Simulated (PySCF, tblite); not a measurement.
**C₄H₉BP₂SSi: geometry, infrared bands and NMR shifts**

What infrared bands and NMR shifts should C₄H₉BP₂SSi (`PBP[SiH2]c1cccs1`) show?

The runs use tblite 0.8.0 and PySCF 2.14.0, with density-fitted response routines of our own; the level of theory stands in each step. All values are computed, except where a source is named. Atoms count from 0, in the outputs and in this text.

## (1) The molecule as given

18 atoms, charge 0, multiplicity 1; geometry from: force field or distance geometry start.

Bonds of the start (Å): P0–B1 1.94, B1–P2 1.94, P2–Si3 2.21, Si3–C4 1.85, C4–C5 1.35, C5–C6 1.35, C6–C7 1.36, C7–S8 1.72, S8–C4 1.57, P0–H9 1.47, P0–H10 1.43, B1–H11 1.19, P2–H12 1.45, Si3–H13 1.48, Si3–H14 1.47, C5–H15 1.12, C6–H16 1.11, C7–H17 1.10.

## (2) Optimising the geometry with GFN2-xTB

Job settings and geometry (Å):

```
{"job": {"kind": "relax", "xc": "GFN2-xTB", "basis": "xTB"}, "charge": 0, "multiplicity": 1}
P      4.658800    -0.103400    -0.067700
B      2.958500     0.445400     0.684000
P      1.410500    -0.728100     0.726400
Si     0.287300    -0.282700    -1.121700
C     -1.532500    -0.138400    -0.851300
C     -2.162300     0.660000     0.030300
C     -3.507000     0.619500     0.047100
C     -4.087900    -0.230500    -0.836200
S     -2.690400    -0.880100    -1.600500
H      5.045000     0.909800    -1.053900
H      4.630500    -1.433600    -0.602400
H      2.693200     1.601300     0.569300
H      1.819700    -2.117700     0.751400
H      0.511400    -1.425200    -2.028400
H      0.829000     0.951900    -1.707700
H     -1.587800     1.323400     0.731900
H     -4.119600     1.231300     0.744500
H     -5.165300    -0.396300    -0.956400
```

On the command line:

```bash
$ OMP_NUM_THREADS=1 python probes_run.py task.json out
```

This one command runs all jobs of the session in turn.

**Question.** This job is followed by: GFN2-xTB harmonic vibrations, gas phase; GIAO PBE0/pcSseg-1 NMR shielding, non-relativistic, gas phase. Predict these results of the whole session: strongest single infrared mode (GFN2-xTB); zero-point energy (GFN2-xTB); 13C shifts against TMS (PBE0/pcSseg-1); 1H shifts against TMS (PBE0/pcSseg-1, means over atoms taken as alike); 31P shifts against H3PO4 (PBE0/pcSseg-1); 11B shifts against BF3·OEt2 (PBE0/pcSseg-1); 29Si shifts against TMS (PBE0/pcSseg-1); 33S shifts against CS2 (PBE0/pcSseg-1).

The runs gave:

```
                                                              quantity                                         value
                             strongest single infrared mode (GFN2-xTB)                          677 cm⁻¹, 689 km/mol
                                          zero-point energy (GFN2-xTB)                                 70.0 kcal/mol
                                13C shifts against TMS (PBE0/pcSseg-1)                144.9, 143.6, 138.6, 131.6 ppm
1H shifts against TMS (PBE0/pcSseg-1, means over atoms taken as alike)  9.30, 7.90, 7.72, 7.37, 5.21, 3.03, 3.01 ppm
                              31P shifts against H3PO4 (PBE0/pcSseg-1)                            -175.9, -177.7 ppm
                           11B shifts against BF3·OEt2 (PBE0/pcSseg-1)                                      92.0 ppm
                               29Si shifts against TMS (PBE0/pcSseg-1)                                     -60.5 ppm
                                33S shifts against CS2 (PBE0/pcSseg-1)                                       260 ppm
```

The optimisation took 159 steps and gained 2.249 eV; among the close pairs (by a distance rule), C4–S8 changed most, from 1.566 to 1.736 Å. The lowest mode is slightly imaginary (18i cm⁻¹), a soft motion within the noise of the Hessian, so the minimum is not strictly shown. The strongest single mode, at 677 cm⁻¹, is spread over many atoms; the largest shares are those of H14, H13. Unscaled tight-binding wavenumbers are off by several per cent, some by more. Its intensities can rank the bands wrongly. At PBE0/pcSseg-1: Shielding is most anisotropic at S8 (span 323 ppm, paramagnetic term -813 ppm). NICS(1)zz of -27 ppm above the planar ring from C4 marks a diatropic (aromatic) ring current.
